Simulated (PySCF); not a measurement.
# C2H4Ga: the cost of one run

The runs use PySCF 2.14.0, with density-fitted response routines of our own; the level of theory stands in each step. All values are computed, except where a source is named. Atoms count from 0, in the outputs and in this text.

### Step 1. The molecule as given

7 atoms, charge -1, multiplicity 1; geometry from: UFF. The atoms were then displaced at random by about 0.03 Å, so the start is not that level's minimum.

Bonds of the start (Å): C0–C1 1.28, C1–Ga2 1.99, C0–H3 1.11, Ga2–H4 1.58, Ga2–H5 1.57, Ga2–H6 1.56.

### Step 2. Geometry optimisation at PBE0-D3(BJ)/def2-SVP

Job settings and geometry (Å):

```
{"job": {"xc": "PBE0", "basis": "def2-SVP", "d3": "d3bj", "grid": 1, "shake": 0.03, "kind": "geom"}, "charge": -1, "multiplicity": 1}
C      2.109570     0.050910     0.016460
C      0.828430     0.039080    -0.004850
Ga    -1.159330    -0.075390    -0.028060
H      3.204280     0.200130    -0.004630
H     -1.676270     0.389930     1.394700
H     -1.551530    -1.578750    -0.280870
H     -1.663290     0.872070    -1.161290
```

The run is started by

```console
> OMP_NUM_THREADS=1 python probes_run.py task.json out
```

One launch serves the whole session: the jobs run in the order shown.

Q: Estimate the wall time and peak memory of this first job on 1 thread of Arm Neoverse V2, shared host.

About 11 s, with a peak of 0.34 GiB.
